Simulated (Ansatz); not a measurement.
Geometry optimisation, DFT PBE-D3(BJ), scalar-relativistic, plane waves, PAW in Ansatz 0.2.0.

input.yaml

```yaml
crystal:
  lattice:
    - [5.67228, 0.0, 0.0]
    - [-2.83614, 4.912339, 0.0]
    - [0.0, 0.0, 16.17972]
  atoms:
    - { symbol: W, position: [0.0, 0.0, 0.0618058] }
    - { symbol: C, position: [0.3333333, 0.1666667, 0.147916] }
    - { symbol: W, position: [0.0, 0.0, 0.2340263] }
    - { symbol: C, position: [0.3333333, 0.1666667, 0.3201366] }
    - { symbol: W, position: [0.0, 0.5, 0.0618058] }
    - { symbol: C, position: [0.3333333, 0.6666667, 0.147916] }
    - { symbol: W, position: [0.0, 0.5, 0.2340263] }
    - { symbol: C, position: [0.3333333, 0.6666667, 0.3201366] }
    - { symbol: W, position: [0.5, 0.0, 0.0618058] }
    - { symbol: C, position: [0.8333333, 0.1666667, 0.147916] }
    - { symbol: W, position: [0.5, 0.0, 0.2340263] }
    - { symbol: C, position: [0.8333333, 0.1666667, 0.3201366] }
    - { symbol: W, position: [0.5, 0.5, 0.0618058] }
    - { symbol: C, position: [0.8333333, 0.6666667, 0.147916] }
    - { symbol: W, position: [0.5, 0.5, 0.2340263] }
    - { symbol: C, position: [0.8333333, 0.6666667, 0.3201366] }
    - { symbol: H, position: [0.3659604, 0.6989124, 0.4140813] }
    - { symbol: H, position: [0.2911999, 0.7828474, 0.4140813] }
basis:
  ecutwfc: 420.0
kpoints:
  mp_grid: { grid: [5, 5, 1] }
hamiltonian:
  xc: pbe
  dispersion: d3bj
  pseudopotentials: { kind: paw, azcp: { folder: soft_1 } }
scf:
  occupations: { method: fermi_dirac, width: 0.05 }
  lower_state_search: "off"
relax:
  f_tol: 0.03
  max_steps: 60
  adjacent_minimum: "off"
  constraints: [{ sites: [0, 4, 8, 12] }]
output:
  write_density: true
  write_potential: true
  elf: true
  volumetric_format: npy
```

Command:

```bash
$ ansatz run input.yaml --threads 4 --pin off --max-ram 10240MiB --backend cpu --events-out ev --progress --plain --runs-dir out
```

Question: Where does it end, and by what steps?

Answer: The run converged. The force dipped under the threshold on the way, but the program's further checks kept it going. Limits of this set-up: coarse k mesh, thin slab, slab without dipole correction, a typed lattice constant that wasn't relaxed here. After 21 steps the energy has fallen by 2.863 eV; H18 moved furthest, 1.41 Å.

```json
{"step": "0", "energy less start (eV)": "0.0000", "largest force component (eV/Å)": "5.806", "accepted": "yes"}
{"step": "1", "energy less start (eV)": "-2.3279", "largest force component (eV/Å)": "1.086", "accepted": "yes"}
{"step": "2", "energy less start (eV)": "-2.4730", "largest force component (eV/Å)": "0.371", "accepted": "yes"}
{"step": "3", "energy less start (eV)": "-2.5313", "largest force component (eV/Å)": "0.480", "accepted": "yes"}
{"step": "4", "energy less start (eV)": "-2.6101", "largest force component (eV/Å)": "0.742", "accepted": "yes"}
{"step": "5", "energy less start (eV)": "-2.6853", "largest force component (eV/Å)": "0.893", "accepted": "yes"}
{"step": "6", "energy less start (eV)": "-2.7748", "largest force component (eV/Å)": "0.650", "accepted": "yes"}
{"step": "7", "energy less start (eV)": "-2.8266", "largest force component (eV/Å)": "0.171", "accepted": "yes"}
{"step": "8", "energy less start (eV)": "-2.8445", "largest force component (eV/Å)": "0.268", "accepted": "yes"}
{"step": "9", "energy less start (eV)": "-2.8508", "largest force component (eV/Å)": "0.090", "accepted": "yes"}
{"step": "10", "energy less start (eV)": "-2.8529", "largest force component (eV/Å)": "0.080", "accepted": "yes"}
{"step": "11", "energy less start (eV)": "-2.8540", "largest force component (eV/Å)": "0.059", "accepted": "yes"}
{"step": "12", "energy less start (eV)": "-2.8525", "largest force component (eV/Å)": "0.403", "accepted": "no"}
{"step": "13", "energy less start (eV)": "-2.8563", "largest force component (eV/Å)": "0.068", "accepted": "yes"}
{"step": "14", "energy less start (eV)": "-2.8570", "largest force component (eV/Å)": "0.065", "accepted": "yes"}
{"step": "15", "energy less start (eV)": "-2.8549", "largest force component (eV/Å)": "0.477", "accepted": "no"}
{"step": "16", "energy less start (eV)": "-2.8590", "largest force component (eV/Å)": "0.046", "accepted": "yes"}
{"step": "17", "energy less start (eV)": "-2.8597", "largest force component (eV/Å)": "0.239", "accepted": "yes"}
{"step": "18", "energy less start (eV)": "-2.8616", "largest force component (eV/Å)": "0.174", "accepted": "yes"}
{"step": "19", "energy less start (eV)": "-2.8627", "largest force component (eV/Å)": "0.006", "accepted": "yes"}
{"step": "20", "energy less start (eV)": "-2.8627", "largest force component (eV/Å)": "0.005", "accepted": "yes"}
{"step": "21", "energy less start (eV)": "-2.8628", "largest force component (eV/Å)": "0.017", "accepted": "yes"}
```

```xyz
18
Lattice="5.6723 0.0000 0.0000 -2.8361 4.9123 0.0000 0.0000 0.0000 16.1797" Properties=species:S:1:pos:R:3
W 0.000 0.000 1.000
C 1.418 0.819 2.341
W 0.000 0.000 3.895
C 1.420 0.819 5.043
W -1.418 2.456 1.000
C 0.000 3.275 2.341
W -1.418 2.456 3.892
C 0.000 3.275 5.043
W 2.836 0.000 1.000
C 4.254 0.819 2.341
W 2.836 0.000 3.892
C 4.253 0.819 5.042
W 1.418 2.456 1.000
C 2.836 3.275 2.341
W 1.418 2.456 3.894
C 2.837 3.273 5.043
H -0.328 3.474 7.340
H -0.471 3.560 8.078
```

Whether the end is a true minimum wasn't checked by a vibrational analysis.

Time of the run: 3.8 min on 4 threads of Arm Neoverse V2, with other jobs on the host, peak memory 1.5 GiB.
